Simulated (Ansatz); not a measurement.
# CH₅FOSSi₂: a ladder of functionals and wavefunction methods

An exercise on one series of results from a longer session: the logs are not shown, and one member is left open.

Method: functionals in def2-TZVPP, the program's frozen cores in correlated methods; program: Ansatz 0.2.0, Gaussian basis.

Plan: PBE-D4, r2SCAN-D4, PBE0-D4, B3LYP-D4, ωB97X-V, ωB97M-V, B2PLYP; CCSD(T)/def2-TZVPP; MP2/def2-QZVPP; extrapolation to the limit.

## Structure used throughout

An earlier PBE0-D4 in a triple-zeta def2 set relaxation fixed the geometry.

11 atoms, charge 0, spin multiplicity 1.

Atoms are counted from 1 here; the program's logs count them from 0.

Bond lengths: F1–Si2 1.596 Å, Si2–Si3 2.347 Å, Si2–O4 1.670 Å, Si2–H7 1.477 Å, Si3–H8 1.486 Å, Si3–H9 1.485 Å, Si3–H10 1.486 Å, O4–C5 1.333 Å, C5–S6 1.604 Å, C5–H11 1.096 Å. Angles: F1–Si2–Si3 108.7°, F1–Si2–O4 107.8°, F1–Si2–H7 108.3°, Si3–Si2–O4 112.0°, Si3–Si2–H7 115.8°, O4–Si2–H7 103.9°, Si2–Si3–H8 110.4°, Si2–Si3–H9 108.6°, Si2–Si3–H10 108.8°, H8–Si3–H9 109.6°, H8–Si3–H10 109.6°, H9–Si3–H10 109.8°, Si2–O4–C5 126.5°, O4–C5–S6 124.4°, O4–C5–H11 114.0°, S6–C5–H11 121.7°.

The first run:

in.yaml

```yaml
crystal:
  periodic: [false, false, false]
  atoms:
    - {symbol: F, position_ang: [-0.589228, 1.829458, 1.255742]}
    - {symbol: Si, position_ang: [0.361153, 1.103680, 0.198886]}
    - {symbol: Si, position_ang: [1.040534, -0.958817, 1.088213]}
    - {symbol: O, position_ang: [-0.500486, 0.919868, -1.219240]}
    - {symbol: C, position_ang: [-1.426937, -0.004975, -1.470379]}
    - {symbol: S, position_ang: [-2.249223, -0.113174, -2.843205]}
    - {symbol: H, position_ang: [1.446360, 2.036707, -0.164449]}
    - {symbol: H, position_ang: [-0.142983, -1.780685, 1.452016]}
    - {symbol: H, position_ang: [1.862865, -0.704863, 2.298837]}
    - {symbol: H, position_ang: [1.851442, -1.675486, 0.070161]}
    - {symbol: H, position_ang: [-1.588298, -0.708914, -0.645985]}
basis:
  gaussian: {orbitals: def2-TZVPP}
hamiltonian: {xc: pbe, dispersion: d4}
output: {forces: true, orbitals: {seedname: orbitals}}
```

On the command line:

```
$ ansatz run in.yaml --threads 4 --pin off --events-out ev --progress --plain --max-ram 10444MiB
```

Among the steps run: PBE-D4 (GGA); r2SCAN-D4 (meta-GGA); PBE0-D4 (hybrid); B3LYP-D4 (hybrid); ωB97X-V (range-separated); ωB97M-V (range-separated); B2PLYP (double hybrid); CCSD(T) in def2-TZVPP; MP2 in def2-QZVPP.

One table of the session follows, with a row left open; its other results are not shown here.

It belongs to the step «Atomisation energies». 

| method | atomisation energy (kcal/mol) |
| --- | --- |
| PBE-D4 | 952.2 |
| r2SCAN-D4 | 941.2 |
| PBE0-D4 | 930.8 |
| B3LYP-D4 | 933.9 |
| ωB97X-V | 942.5 |
| ωB97M-V | 939.2 |
| B2PLYP | ? |
| HF/def2-TZVPP | 668.3 |
| MP2/def2-TZVPP | 929.3 |
| CCSD/def2-TZVPP | 892.3 |
| CCSD(T)/def2-TZVPP | 909.6 |
| MP2/CBS | 958.5 |
| CCSD(T)/CBS | 938.8 |

Estimate the missing values for B2PLYP.

**Answer.** atomisation energy (kcal/mol): 924.3. In the column «atomisation energy (kcal/mol)» it lies between CCSD(T)/def2-TZVPP (909.6) and MP2/def2-TZVPP (929.3).

Limits of these values: Free atoms (1 F, 2 Si, 1 O, 1 C, 1 S, 5 H) were run apart at each level; the atomisation energy is their sum less the molecule, without zero-point or spin-orbit terms.
